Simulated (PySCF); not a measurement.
# C4H5BrClFSi2: NMR shifts and electronic excitations in gas and solvents

Aim: compute the NMR shifts and electronic excitations of C4H5BrClFSi2 (`FC1=C[Si@@H](Cl)C=C[Si@@H]1Br`), and see what a dielectric continuum does where one was used.

The runs use PySCF 2.14.0, with density-fitted response routines of our own; the level of theory stands in each step. All values are computed, except where a source is named. Atoms count from 0, in the outputs and in this text.

## (1) Starting geometry

14 atoms, charge 0, multiplicity 1; geometry from: GFN2-xTB.

Bonds of the start (Å): F0–C1 1.36, C1–C2 1.33, C2–Si3 1.88, Si3–Cl4 2.02, Si3–C5 1.89, C5–C6 1.33, C6–Si7 1.88, Si7–Br8 2.23, Si7–C1 1.89, C2–H9 1.08, Si3–H10 1.46, C5–H11 1.08, C6–H12 1.08, Si7–H13 1.45.

## (2) Geometry optimisation at PBE0-D3(BJ)/def2-SVP

Job settings and geometry (Å):

```
{"job": {"xc": "PBE0", "basis": "def2-SVP", "d3": "d3bj", "grid": 1, "kind": "geom"}, "charge": 0, "multiplicity": 1}
F      1.299617     2.541721    -0.888177
C      0.650037     1.456914    -0.390781
C     -0.634079     1.547040    -0.069717
Si    -1.581227     0.066149     0.592565
Cl    -3.468930     0.147013    -0.121078
C     -0.750814    -1.502246    -0.055318
C      0.535293    -1.569575    -0.393710
Si     1.701397    -0.106026    -0.258574
Br     2.580951    -0.148205     1.790919
H     -1.140435     2.494632    -0.203474
H     -1.597758     0.063854     2.056953
H     -1.362200    -2.393945    -0.143290
H      0.950936    -2.506434    -0.745543
H      2.816534    -0.091364    -1.192941
```

Command:

```
> OMP_NUM_THREADS=1 python probes_run.py task.json out
```

The driver reads the jobs from task.json and runs them one after another.

Log:

```text
step   0  E = -3866.90660955  max force = 0.026274
step   1  E = -3866.91063813  max force = 0.005720
step   2  E = -3866.91109498  max force = 0.002327
step   3  E = -3866.91158225  max force = 0.002806
step   4  E = -3866.91221879  max force = 0.008249
step   5  E = -3866.91223466  max force = 0.013944
step   6  E = -3866.91319540  max force = 0.007736
step   7  E = -3866.91351382  max force = 0.003738
step   8  E = -3866.91357861  max force = 0.001952
step   9  E = -3866.91361866  max force = 0.000361
step  10  E = -3866.91362649  max force = 0.000259
optimisation converged
```

It took 12 min on 1 thread, shared host.

Step by step:

```csv
step,energy from step 0 (eV),largest force component (eV/Å)
0,0.0000,1.3511
1,-0.1096,0.2941
2,-0.1221,0.1197
3,-0.1353,0.1443
4,-0.1526,0.4242
5,-0.1531,0.7170
6,-0.1792,0.3978
7,-0.1879,0.1922
8,-0.1896,0.1004
9,-0.1907,0.0186
10,-0.1909,0.0133
```

Close pairs (by a distance rule), those that changed most:

```csv
bond,before (Å),after (Å),change (Å)
Si3–Cl4,2.020,2.076,+0.056
Si7–H13,1.455,1.487,+0.032
C2–Si3,1.878,1.853,-0.026
Si3–H10,1.464,1.488,+0.024
Si3–C5,1.889,1.867,-0.023
F0–C1,1.359,1.339,-0.019
C2–H9,1.083,1.098,+0.016
C6–H12,1.084,1.099,+0.016
```

The next job starts from the end point, and lists it.

```csv
at the end point,value
point group (found at 0.08 Å tolerance),C1
"rotational constants (GHz, main isotopes)","1.566, 0.342, 0.302"
dipole moment (D),1.44
```

## (3) Nuclear shieldings: PBE0/pcSseg-1 in water

Job settings and geometry (Å):

```
{"job": {"kind": "nmr", "xc": "PBE0", "basis": "pcSseg-1", "solvent": "water", "pop": true}, "charge": 0, "multiplicity": 1}
F      1.356250     2.618669    -0.263266
C      0.652723     1.487343    -0.124649
C     -0.655230     1.538576     0.157983
Si    -1.712427     0.030985     0.364459
Cl    -3.225631     0.061958    -1.056364
C     -0.718430    -1.527713     0.106379
C      0.596318    -1.571979    -0.178119
Si     1.682300    -0.072472    -0.371293
Br     3.271342    -0.099423     1.186778
H     -1.106276     2.534708     0.262492
H     -2.388337     0.018408     1.690462
H     -1.266084    -2.477540     0.191580
H      1.078375    -2.551869    -0.304643
H      2.367486    -0.025465    -1.690131
```

With the program's defaults for keys left out, this is: GIAO PBE0/pcSseg-1 NMR shielding, non-relativistic, IEF-PCM water.

Log:

```text
coarse grid: 64856 points
cycle   1  E = -3867.3138749340  dE = -9.431e-02  |g| = 8.697e-01  |ddm| = 3.840e+00
cycle   2  E = -3867.2864419978  dE =  2.743e-02  |g| = 7.635e-01  |ddm| = 9.874e-01
cycle   3  E = -3867.3797881217  dE = -9.335e-02  |g| = 2.226e-01  |ddm| = 6.667e-01
cycle   4  E = -3867.3890987804  dE = -9.311e-03  |g| = 6.083e-02  |ddm| = 1.691e-01
cycle   5  E = -3867.3898527792  dE = -7.540e-04  |g| = 1.461e-02  |ddm| = 5.708e-02
cycle   6  E = -3867.3898939217  dE = -4.114e-05  |g| = 5.122e-03  |ddm| = 1.425e-02
cycle   7  E = -3867.3898992287  dE = -5.307e-06  |g| = 9.664e-04  |ddm| = 4.403e-03
final grid: 131968 points
cycle   8  E = -3867.3898231445  dE =  6.133e-08  |g| = 1.252e-03  |ddm| = 2.467e-03
cycle   9  E = -3867.3898228300  dE =  3.145e-07  |g| = 1.790e-03  |ddm| = 2.302e-03
cycle  10  E = -3867.3898234846  dE = -6.546e-07  |g| = 1.722e-04  |ddm| = 1.313e-03
cycle  11  E = -3867.3898234910  dE = -6.390e-09  |g| = 2.748e-05  |ddm| = 1.566e-04
cycle  12  E = -3867.3898234912  dE = -1.337e-10  |g| = 8.782e-06  |ddm| = 2.504e-05
converged SCF energy = -3867.3898234912

GIAO shielding tensors (ppm)
atom      isotropic    diamagn.    paramagn.     s11        s22        s33       span
  0 F      231.710     473.983    -242.273    104.832    228.242    362.056    257.224
  1 C        0.875     258.290    -257.415   -116.780     42.513     76.892    193.672
  2 C       61.812     262.574    -200.762    -44.697     73.671    156.460    201.157
  3 Si     364.213     879.194    -514.981    332.410    373.219    387.009     54.599
  4 Cl     952.082    1147.868    -195.786    909.612    935.320   1011.314    101.702
  5 C       25.651     260.866    -235.215    -92.289     -2.360    171.601    263.890
  6 C       29.138     260.994    -231.857    -87.011      9.006    165.417    252.427
  7 Si     382.417     878.986    -496.569    353.459    385.123    408.668     55.209
  8 Br    2694.293    3124.582    -430.289   2576.991   2615.704   2890.185    313.194
  9 H       24.828      28.426      -3.599     22.463     24.121     27.899      5.437
 10 H       25.685      27.301      -1.615     21.712     24.438     30.905      9.193
 11 H       23.747      28.730      -4.983     21.826     22.850     26.563      4.737
 12 H       23.823      28.554      -4.731     21.837     22.725     26.907      5.070
 13 H       25.767      26.845      -1.078     21.739     24.021     31.541      9.803
```

It took 2.4 min on 1 thread, shared host.

The references, computed at this level on geometries of the same kind, shield at (ppm): 1H TMS 31.24, 13C TMS 185.5, 29Si TMS 351.8, 19F CFCl3 180.6. Their shielding less the atom's gives the shift. The references are single molecules in the same continuum, so shifts against H2O, NH3, PH3, H3PO4 or CFCl3 are not on the usual liquid scales and can be off by tens of ppm.

```csv
atoms,environment,σ (ppm),δ (ppm)
C1,fully substituted alkene carbon,0.9,184.6
C5,alkene CH,25.7,159.8
C6,alkene CH,29.1,156.4
C2,alkene CH,61.8,123.7
H11,hydrogen on an alkene CH,23.75,7.49
H12,hydrogen on an alkene CH,23.82,7.42
H9,hydrogen on an alkene CH,24.83,6.41
H10,"hydrogen on a silicon bonded to 2 C, Cl, in a 6-membered ring",25.69,5.55
H13,"hydrogen on a silicon bonded to 2 C, Br, in a 6-membered ring",25.77,5.47
F0,vinylic fluorine,231.7,-51.1
Si3,"silicon bonded to 2 C, Cl, H, in a 6-membered ring",364.2,-12.4
Si7,"silicon bonded to 2 C, Br, H, in a 6-membered ring",382.4,-30.6
Cl4,chlorine bonded to Si,952,–
Br8,bromine bonded to Si,2694,–
```

Charges from the same density, by scheme (e):

```csv
atoms,Mulliken,IAO,Hirshfeld,ESP fit
F0,-0.27,-0.26,-0.08,-0.20
C1,0.02,0.04,0.00,0.31
C2,-0.45,-0.49,-0.16,-0.46
Si3,0.92,0.95,0.37,0.53
Cl4,-0.37,-0.34,-0.16,-0.24
C5,-0.41,-0.41,-0.12,-0.33
C6,-0.42,-0.41,-0.12,-0.11
Si7,0.91,0.84,0.34,0.08
Br8,-0.38,-0.26,-0.13,-0.14
```

Mayer bond orders: F0–C1 0.90, C1–C2 1.84, C2–Si3 0.90, Si3–Cl4 0.91, Si3–C5 0.91, C5–C6 1.92, C6–Si7 0.91, Si7–Br8 0.90, Si7–C1 0.87.

Ring of atoms C1, C2, Si3, C5, C6, Si7: NICS(0) -0.5, NICS(1) -1.5, NICS(1)zz 3.7 ppm (means of both faces).

## (4) Excited states and response: B3LYP/def2-SVPD

Same as in step 3 but for these lines:

```diff
@@ -1,2 +1,2 @@
-{"job": {"kind": "nmr", "xc": "PBE0", "basis": "pcSseg-1", "solvent": "water", "pop": true}, "charge": 0, "multiplicity": 1}
+{"job": {"kind": "uv", "xc": "B3LYP", "basis": "def2-SVPD", "dynamic": true, "nstates": 6, "ntriplets": 0}, "charge": 0, "multiplicity": 1}
 F      1.356250     2.618669    -0.263266
```

Level: TDDFT B3LYP/def2-SVPD, vertical, gas phase, core orbitals frozen in the response.

Log:

```text
coarse grid: 64856 points
cycle   1  E = -3867.8907196765  dE = -3.057e-02  |g| = 5.927e-01  |ddm| = 5.768e+00
cycle   2  E = -3867.8238853942  dE =  6.683e-02  |g| = 8.065e-01  |ddm| = 2.083e+00
cycle   3  E = -3867.9676567522  dE = -1.438e-01  |g| = 1.245e-01  |ddm| = 1.175e+00
cycle   4  E = -3867.9708005445  dE = -3.144e-03  |g| = 5.266e-02  |ddm| = 2.443e-01
cycle   5  E = -3867.9714974714  dE = -6.969e-04  |g| = 1.652e-02  |ddm| = 8.867e-02
cycle   6  E = -3867.9715484541  dE = -5.098e-05  |g| = 6.756e-03  |ddm| = 2.560e-02
cycle   7  E = -3867.9715591541  dE = -1.070e-05  |g| = 8.574e-04  |ddm| = 9.732e-03
cycle   8  E = -3867.9715593212  dE = -1.670e-07  |g| = 3.664e-04  |ddm| = 1.820e-03
final grid: 131968 points
cycle   9  E = -3867.9714198868  dE = -1.012e-07  |g| = 6.725e-04  |ddm| = 1.581e-02
cycle  10  E = -3867.9714195514  dE =  3.354e-07  |g| = 1.298e-03  |ddm| = 2.628e-03
cycle  11  E = -3867.9714200093  dE = -4.579e-07  |g| = 1.050e-04  |ddm| = 1.668e-03
cycle  12  E = -3867.9714200123  dE = -3.036e-09  |g| = 1.297e-05  |ddm| = 1.669e-04
cycle  13  E = -3867.9714200124  dE = -2.092e-11  |g| = 1.033e-05  |ddm| = 3.412e-05
converged SCF energy = -3867.9714200124

Static polarisability (au): isotropic 132.544, principal 103.995 115.490 178.146

Singlet excitations
state   eV       nm        f      main configurations
  1   4.9535    250.3   0.00267   H->L 0.86
  2   5.1818    239.3   0.03411   H-1->L 0.80
  3   5.3051    233.7   0.00924   H-2->L 0.88
  4   5.5792    222.2   0.01590   H-4->L 0.58, H-3->L 0.20
  5   5.7069    217.3   0.04421   H-3->L 0.42, H-4->L 0.30, H->L+1 0.14
  6   5.8567    211.7   0.00218   H-5->L 0.80
```

Run time: 3.2 min. Hardware: 1 thread, shared host.

The orbitals next to the gap, with their largest atomic shares:

```csv
orbital,eV,atoms
HOMO−3,-8.59,"C6 28 %, C5 27 %, Br8 10 %"
HOMO−2,-8.38,"Br8 56 %, Si7 11 %, C1 9 %"
HOMO−1,-8.25,"Br8 58 %, C6 8 %, C5 6 %"
HOMO,-8.00,"C2 26 %, C1 22 %, Br8 16 %"
LUMO,-2.23,"C5 20 %, C6 19 %, Si7 10 %"
LUMO+1,-1.35,"C1 22 %, C2 20 %, C6 14 %"
LUMO+2,-0.25,"Si7 19 %, Br8 19 %, H13 11 %"
```

With each of the 6 states as a Gaussian band of 0.4 eV half-width at 1/e, the curve within the window shown has maxima at 223 nm (ε 3,100) L/(mol cm). Beyond the last state computed it falls off for lack of states. The curve at chosen wavelengths:

nm, ε (L/mol/cm) and a bar:
```
      201        644 ######
      204       1032 ##########
      208       1657 ################
      211       2131 #####################
      214       2542 #########################
      218       2918 ############################
      221       3055 ##############################
      224       3084 ##############################
      228       3001 #############################
      231       2874 ############################
      234       2708 ##########################
      238       2433 ########################
      241       2191 #####################
      244       1927 ###################
      247       1652 ################
      251       1290 ############
      254       1037 ##########
      257        812 ########
      261        563 #####
      264        416 ####
      267        301 ###
      271        189 ##
      274        130 #
      277         88 #
      281         51 
      284         34
```

Ground-state properties from the same run:

```csv
property,computed
dipole moment (D),1.51
polarisability (Å³),19.64
HOMO–LUMO gap (eV),5.78
−ε(HOMO) (eV),8.00
C6 with itself (au),6174
```

## (5) TDDFT and polarisability: B3LYP/def2-SVPD in water

Same as in step 4 but for these lines:

```diff
@@ -1,2 +1,2 @@
-{"job": {"kind": "uv", "xc": "B3LYP", "basis": "def2-SVPD", "dynamic": true, "nstates": 6, "ntriplets": 0}, "charge": 0, "multiplicity": 1}
+{"job": {"kind": "uv", "xc": "B3LYP", "basis": "def2-SVPD", "solvent": "water", "nstates": 6, "ntriplets": 0}, "charge": 0, "multiplicity": 1}
 F      1.356250     2.618669    -0.263266
```

Method: TDDFT B3LYP/def2-SVPD, vertical, IEF-PCM water (non-equilibrium linear response), core orbitals frozen in the response.

Log:

```text
coarse grid: 64856 points
cycle   1  E = -3867.9001037497  dE = -3.941e-02  |g| = 5.837e-01  |ddm| = 5.769e+00
cycle   2  E = -3867.8452370068  dE =  5.487e-02  |g| = 7.665e-01  |ddm| = 2.028e+00
cycle   3  E = -3867.9746765211  dE = -1.294e-01  |g| = 1.119e-01  |ddm| = 1.125e+00
cycle   4  E = -3867.9772165361  dE = -2.540e-03  |g| = 4.226e-02  |ddm| = 2.087e-01
cycle   5  E = -3867.9776601283  dE = -4.436e-04  |g| = 1.174e-02  |ddm| = 6.998e-02
cycle   6  E = -3867.9776832315  dE = -2.310e-05  |g| = 5.702e-03  |ddm| = 1.873e-02
cycle   7  E = -3867.9776902794  dE = -7.048e-06  |g| = 6.525e-04  |ddm| = 6.919e-03
final grid: 131968 points
cycle   8  E = -3867.9775479584  dE = -1.140e-07  |g| = 8.347e-04  |ddm| = 1.544e-02
cycle   9  E = -3867.9775477835  dE =  1.749e-07  |g| = 1.200e-03  |ddm| = 2.775e-03
cycle  10  E = -3867.9775481338  dE = -3.503e-07  |g| = 1.143e-04  |ddm| = 1.503e-03
cycle  11  E = -3867.9775481369  dE = -3.069e-09  |g| = 1.947e-05  |ddm| = 1.691e-04
cycle  12  E = -3867.9775481370  dE = -8.367e-11  |g| = 8.375e-06  |ddm| = 4.321e-05
converged SCF energy = -3867.9775481370

Static polarisability (au): isotropic 186.252, principal 151.859 163.027 243.871

Singlet excitations
state   eV       nm        f      main configurations
  1   5.0183    247.1   0.00300   H->L 0.81, H-1->L 0.08
  2   5.2743    235.1   0.04428   H-1->L 0.52, H-2->L 0.19, H->L 0.14
  3   5.4535    227.3   0.00199   H-3->L 0.55, H-2->L 0.41
  4   5.5665    222.7   0.11763   H-1->L 0.29, H-2->L 0.25, H-3->L 0.22
  5   5.8112    213.4   0.03094   H-4->L 0.85
  6   6.0106    206.3   0.01951   H-5->L 0.60, H->L+1 0.12, H-1->L+1 0.09
```

Run time: 2.7 min. Hardware: 1 thread, shared host.

Key values: HOMO -7.83 eV, LUMO -1.98 eV; lowest singlet 5.02 eV.

## (6) Side by side: electronic excitations

Excitations and ground-state properties, with basis size and wall time:

```csv
run,lowest singlet (eV),brightest (eV),f,gap (eV),α (Å³),μ (D),functions,time
B3LYP/def2-SVPD,4.95,5.71,0.044,5.78,19.64,1.51,259,3.2 min
B3LYP/def2-SVPD in water,5.02,5.57,0.118,5.85,27.60,2.08,259,2.7 min
```

## (7) Results

```
                                       quantity                             value
                                    point group                                C1
           rotational constants (main isotopes)              1.57, 0.34, 0.30 GHz
  13C shifts against TMS (PBE0/pcSseg-1, water)    184.6, 159.8, 156.4, 123.7 ppm
   1H shifts against TMS (PBE0/pcSseg-1, water)  7.49, 7.42, 6.41, 5.55, 5.47 ppm
19F shifts against CFCl3 (PBE0/pcSseg-1, water)                         -51.1 ppm
 29Si shifts against TMS (PBE0/pcSseg-1, water)                  -12.4, -30.6 ppm
    shieldings of Cl, Br (PBE0/pcSseg-1, water)         Cl4 952.1, Br8 2694.3 ppm
               lowest singlet (B3LYP/def2-SVPD)       4.95 eV (250 nm), f = 0.003
       brightest single state of those computed       state 5, 5.71 eV, f = 0.044
                    range of the lowest singlet                   4.95 to 5.02 eV
```

What this shows: Over 10 steps the energy fell by 0.191 eV; of the close pairs, Si3–Cl4 changed most, 2.020 to 2.076 Å. At PBE0/pcSseg-1: The widest tensor belongs to Br8: span 313 ppm, with a paramagnetic part of -430 ppm. The first singlet state (HOMO→LUMO 0.86) lies at 4.95 eV and is weak; of the 6 states computed, the strongest absorption comes from state 5 at 5.71 eV. The lowest singlet runs from 4.95 eV (B3LYP/def2-SVPD) to 5.02 eV (B3LYP/def2-SVPD in water), while the orbital gap spans 5.78 to 5.85 eV. The lowest state need not be the same one in every run. Spin-orbit coupling is left out, which matters for shieldings and couplings at and beside the heavy atoms.
